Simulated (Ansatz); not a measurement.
# ZnS: further runs on the relaxed cell

An exercise on one series of results from a longer session: the logs are not shown, and one member is left open.

The COD entry's cell or inner coordinates are ideal or old and differ from later refinements, so a difference from it is no clean test against experiment.

Method: DFT PBE, scalar-relativistic, plane waves, PAW, in Ansatz 0.2.0.

1 further run of the same task is left out (set aside as unsound or not needed).

## Starting point

Symmetry: F-43m, No. 216, cubic system. The conventional cell has a = 5.443 Å, b = 5.443 Å, c = 5.443 Å, α = 90.00°, β = 90.00°, γ = 90.00°. Zn (site symmetry -43m) has 4 S at 2.36 Å as nearest neighbours. Around S (site symmetry -43m) lie 4 Zn at 2.36 Å.

Coordinates:

```xyz
2
Lattice="0.0000 2.7215 2.7215 2.7215 0.0000 2.7215 2.7215 2.7215 0.0000" Properties=species:S:1:pos:R:3 pbc="T T T"
Zn    1.3607    1.3607    1.3607
S     0.0000    0.0000    0.0000
```

This cell was relaxed beforehand with the same method: volume 20.16 Å³/atom, gap on the mesh 2.02 eV.

Set-up of the first run:

Contents of input.yaml:

```yaml
crystal:
  lattice:
    - [0.0, 2.721481028, 2.721481028]
    - [2.721481028, 0.0, 2.721481028]
    - [2.721481028, 2.721481028, 0.0]
  atoms:
    - { symbol: Zn, position: [0.25, 0.25, 0.25] }
    - { symbol: S, position: [0.0, 0.0, 0.0] }
basis:
  ecutwfc: 420
kpoints:
  mp_grid: { grid: [10, 10, 10] }
  band_path:
    path:
      - [[0.0, 0.0, 0.0], [-0.5, -0.5, 0.0], [-0.375, -0.375, 0.25]]
      - [[-0.375, 0.0, 0.375], [0.0, 0.0, 0.0], [0.0, 0.0, 0.5], [-0.5, -0.25, 0.25], [-0.5, -0.5, 0.0]]
    npoints: 14
hamiltonian:
  xc: pbe
scf:
  occupations: { method: gaussian, width: 0.02 }
  n_extra_bands: 6
output:
  forces: true
  stress: true
  eigenvalues: true
  populations: true
  dos: { projected: true, de: 0.02, nscf_kmesh: { grid: [15, 15, 15] } }
  bader: true
```

Run with:

```bash
$ ansatz run input.yaml --threads 1 --pin off --max-ram 2560MiB --backend cpu --events-out ev --progress --plain --runs-dir out
```

Among the steps run: Static run: bands, density of states and charges; Band edges anywhere in the zone; Eigenvalues a small step from each edge; Back to the database's cell; Point at V/V0 = 0.97; Volume × 1.03; Volume × 0.94; Point at V/V0 = 1.06; Volume × 0.91; Volume × 1.10; The cell scaled to 0.88 of its volume.

One table of the session follows, with a row left open; its other results are not shown here.

It belongs to the step «Fit of the equation of state». 

```
volume (Å³/atom)  energy above the lowest point (meV/atom)  pressure (GPa)  gap on the mesh (eV)
          17.738                                      79.8           11.84                  2.58
          18.342                                         ?               ?                     ?
          18.947                                      17.8            4.97                  2.29
          19.552                                       4.3            2.29                  2.15
          20.157                                       0.0            0.02                  2.02
          20.761                                       3.6           -1.90                  1.89
          21.366                                      14.0           -3.54                  1.77
          22.172                                      36.5           -5.34                  1.62
```

**Question.** Estimate the row for volume (Å³/atom) = 18.342.

Worked estimate for «energy above the lowest point (meV/atom)». A straight line through the neighbours (17.738, 79.8) and (18.947, 17.8) gives 79.8 + (17.8 − 79.8) × (18.342 − 17.738) / (18.947 − 17.738) = 48.8; a parabola fitted to 3 rows on both sides gives 43.0.

**Answer.** energy above the lowest point (meV/atom): 42.3; pressure (GPa): 8.12; gap on the mesh (eV): 2.43. In «energy above the lowest point (meV/atom)» the line misses by +6.5 and the parabola by +0.7.
